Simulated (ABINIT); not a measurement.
Here is an ABINIT 10.8.3 (patched build) calculation.

Contents of run.abi:

```
# Pseudopotentials
pp_dirpath "./"
pseudos "Ag.upf, F.upf"

# Structure
acell 4.5482380958 4.5482380958 4.5482380958 Angstrom
rprim
     0.0000000000     0.7071067812     0.7071067812
     0.7071067812     0.0000000000     0.7071067812
     0.7071067812     0.7071067812     0.0000000000
ntypat 2
znucl 47 9
natom 4
typat 1 1 1 2
xred
     0.2510990000     0.2434730000     0.2551830000
     0.7504800000     0.7457790000     0.7545060000
     0.4981880000     0.5043950000     0.4967980000
     0.0025320000     0.0048930000    -0.0017180000
chkprim 0
chksymtnons 0
tolsym 1.0e-6

# Plane-wave basis
ecut 40.0

# k points
kptopt 1
ngkpt 5 5 5
nshiftk 1
shiftk 0.0 0.0 0.0

# Exchange and correlation
ixc 7

# Bands and occupations
nband 39
occopt 3
tsmear 0.00183747

# SCF cycle
nstep 100
tolvrs 1.0e-10

# Output
iomode 3
prtwf 0
prteig 0
prtebands 0
enunit 1
prtden 1
prtvha 1
prtvclmb 1
prtpot 1
prtelf 1
```

Potentials or basis: PseudoDojo NC SR LDA v0.4.1 standard.

Command:

```sh
$ abinit run.abi > log 2>&1
```

(1) Predict the band gap on the k mesh.

(2) Predict the pressure.

Results:

(1) none (metal or under the smearing width).

(2) -10.8 GPa.
